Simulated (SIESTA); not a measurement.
Zr3AlN4:

```xyz
8
Lattice="3.2149 0.0000 0.0000 0.0000 3.2149 0.0000 0.0000 0.0000 8.9764" Properties=species:S:1:pos:R:3 pbc="T T T"
Zr    1.6075    1.6075    2.2320
Zr    0.0000    0.0000    4.4882
Zr    1.6075    1.6075    6.7445
Al    0.0000    0.0000    0.0000
N     1.6075    1.6075    4.4882
N     0.0000    0.0000    6.9555
N     1.6075    1.6075    0.0000
N     0.0000    0.0000    2.0209
```

The cell comes from a database or a generator and needn't be the stable form of this composition.

| Item | Value |
| --- | --- |
| Program | SIESTA 5.4.2 |
| Task | single point |
| Functional | PBEsol |
| Potentials or basis | PseudoDojo 0.4 standard (PBEsol files) |
| Basis | DZP (energy shift 0.003 Ry; two zetas on semicore shells) |
| Grid cutoff | 800 Ry |
| Energy shift | 0.003 Ry |
| k mesh | 8 × 8 × 3 |
| Occupations | fermi-dirac, width 0.05 eV |
| Spin | no spin polarisation |

On this cell: pressure -5.6 GPa; largest force 0.248 eV/Å; band gap on the k mesh none (metal or under the smearing width).

The same run follows on a disturbed copy (atoms moved at random, drawn with an rms of 0.05 Å):

```
Zr Al N
1.0
     3.21491    0.00000    0.00000
     0.00000    3.21491    0.00000
     0.00000    0.00000    8.97645
Zr Al N
3 1 4
Direct
  0.49162 0.51007 0.24498
  0.00443 0.00401 0.49842
  0.50852 0.48779 0.75711
  0.99964 0.00511 0.99876
  0.48114 0.51497 0.50408
  0.99686 0.99774 0.77338
  0.51317 0.48890 0.99733
  0.00584 0.97934 0.22109
```

Q: What changes?

A: The energy (extrapolated to zero smearing) moves by +21.7 meV/atom; pressure -4.4 GPa; largest force 1.297 eV/Å; band gap on the k mesh none (metal or under the smearing width).

Forces on the atoms (eV/Å):
```
Zr   0.507 -0.958  0.711
Zr  -0.848  0.213 -0.042
Zr  -0.482  0.514 -0.992
Al  -0.102  0.038  0.013
N    0.946 -0.490 -0.197
N    0.450 -0.294 -0.033
N   -0.072 -0.068  0.437
N   -0.399  1.044  0.100
```

Stress tensor (GPa, compression positive):
```
-4.22 -0.60  0.16
-0.60 -4.26 -0.05
 0.16 -0.05 -4.84
```

Caveats: the basis of atomic orbitals isn't converged, which shifts pressures, moduli and gaps.
